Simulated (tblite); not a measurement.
# C5H7BCl2O2: the cost of one run

Programs: tblite 0.8.0 and PySCF 2.14.0, with density-fitted response routines of our own. Each step states its level of theory. These are calculated values for one molecule in the gas phase, unless marked as measured. Atoms count from 0, in the outputs and in this text.

## (1) The molecule as given

17 atoms, charge 0, multiplicity 1; geometry from: force field or distance geometry start.

Bonds of the start (Å): C0–C1 1.35, C1–O2 1.39, O2–C3 1.43, C3–B4 1.58, B4–Cl5 1.85, B4–Cl6 1.84, C1–C7 1.49, C7–C8 1.49, C7–O9 1.26, C0–H10 1.09, C0–H11 1.07, C3–H12 1.10, C3–H13 1.12, C8–H14 1.12, C8–H15 1.12, C8–H16 1.11.

## (2) Geometry optimisation with GFN2-xTB

Job settings and geometry (Å):

```
{"job": {"kind": "relax", "xc": "GFN2-xTB", "basis": "xTB"}, "charge": 0, "multiplicity": 1}
C      0.463100    -2.079300     0.272700
C      0.619600    -0.743500     0.177100
O     -0.451800     0.124800     0.016000
C     -1.826000    -0.260400    -0.106900
B     -2.727200     1.021900    -0.290900
Cl    -2.467400     2.112600    -1.765000
Cl    -4.029200     1.452100     0.930800
C      1.985100    -0.152900     0.277200
C      2.165200     1.321100     0.171800
O      2.988800    -0.891900     0.437900
H     -0.527600    -2.532000     0.212000
H      1.292300    -2.747300     0.409200
H     -1.963200    -0.932100    -0.967300
H     -2.138200    -0.796600     0.823200
H      1.768300     1.691400    -0.803600
H      1.604800     1.827700     1.004500
H      3.236400     1.596500     0.250400
```

Command:

```sh
$ OMP_NUM_THREADS=1 python probes_run.py task.json out
```

One launch serves the whole session: the jobs run in the order shown.

Q: Estimate the wall time and peak memory of this first job on 1 thread of Arm Neoverse V1, shared host.

About 1.1 s, with a peak of 0.18 GiB.
